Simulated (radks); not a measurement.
**Br²⁺ with its nuclear charge varied continuously**

What is the energy between the elements? 33 electrons are held in [Ar] 3d10 4s2 4p3 while Z is changed in small steps.

Program: radks (a radial shooting solver on a logarithmic mesh, Libxc functionals) version 1. Level of theory: scalar-relativistic Kohn-Sham, r2SCAN, spin-polarised, spherical densities, finite nucleus; open shells are filled with parallel spins first. These are calculated values, not measurements, unless marked.

## 1. Starting point

```
element            : bromine (Z = 35)
charge             : +2
electrons          : 33
configuration      : [Ar] 3d10 4s2 4p3
nuclear rms radius : 4.1629 fm
```

The outer shells:

Br²⁺
```
[Ar] core
3d [↑↓][↑↓][↑↓][↑↓][↑↓]
4s [↑↓]
4p [↑ ][↑ ][↑ ]
```

## 2. Z = 35

Input:

```text
Z 35
configuration [Ar] 3d10 4s2 4p3
relativity scalar-relativistic
functional r2scan,r2scan
spin polarised
nucleus finite rms 4.1629 fm
c 137.035999084
```

## 3. Z = 34.6

Input: that of step 2 with these lines changed.

```diff
@@ -1,2 +1,2 @@
-Z 35
+Z 34.6
 configuration [Ar] 3d10 4s2 4p3
```

## 4. Z = 34.8

Input: that of step 3 with these lines changed.

```diff
@@ -1,2 +1,2 @@
-Z 34.6
+Z 34.8
 configuration [Ar] 3d10 4s2 4p3
```

## 5. Z = 35.2

Input: that of step 4 with these lines changed.

```diff
@@ -1,2 +1,2 @@
-Z 34.8
+Z 35.2
 configuration [Ar] 3d10 4s2 4p3
```

## 6. Z = 35.4

Input: that of step 5 with these lines changed.

```diff
@@ -1,2 +1,2 @@
-Z 35.2
+Z 35.4
 configuration [Ar] 3d10 4s2 4p3
```

## 7. Z = 35.6

Input: that of step 6 with these lines changed.

```diff
@@ -1,2 +1,2 @@
-Z 35.4
+Z 35.6
 configuration [Ar] 3d10 4s2 4p3
```

## 8. Z = 35.8

Input: that of step 7 with these lines changed.

```diff
@@ -1,2 +1,2 @@
-Z 35.6
+Z 35.8
 configuration [Ar] 3d10 4s2 4p3
```

## 9. Z = 36

Input: that of step 8 with these lines changed.

```diff
@@ -1,2 +1,2 @@
-Z 35.8
+Z 36
 configuration [Ar] 3d10 4s2 4p3
```

What does the calculation give? Wanted: for each run, Z; E; E(electron-nucleus)/Z; highest level; its energy; <r>.

**Answer**, as computed:

```csv
Z,E (hartree),E(electron-nucleus)/Z (hartree),highest level,its energy (eV),<r> (bohr)
34.6,-2534.58354,-175.999,4p up,-24.519,1.925
34.8,-2569.97208,-177.350,4p up,-27.239,1.878
35,-2605.63195,-178.701,4p up,-30.049,1.834
35.2,-2641.56318,-180.053,4p up,-32.948,1.793
35.4,-2677.76582,-181.404,4p up,-35.936,1.755
35.6,-2714.23992,-182.755,4p up,-39.009,1.718
35.8,-2750.98555,-184.107,4p up,-42.168,1.684
36,-2788.00278,-185.459,4p up,-45.411,1.651
```

At Z = 35 the central difference of E is -178.978 hartree, against -178.701 from the Hellmann-Feynman theorem; the scalar-relativistic energy here is not variational, so the two differ by a part that grows with Z. The top level goes from -24.519 eV at Z = 34.6 to -45.411 eV at Z = 36.
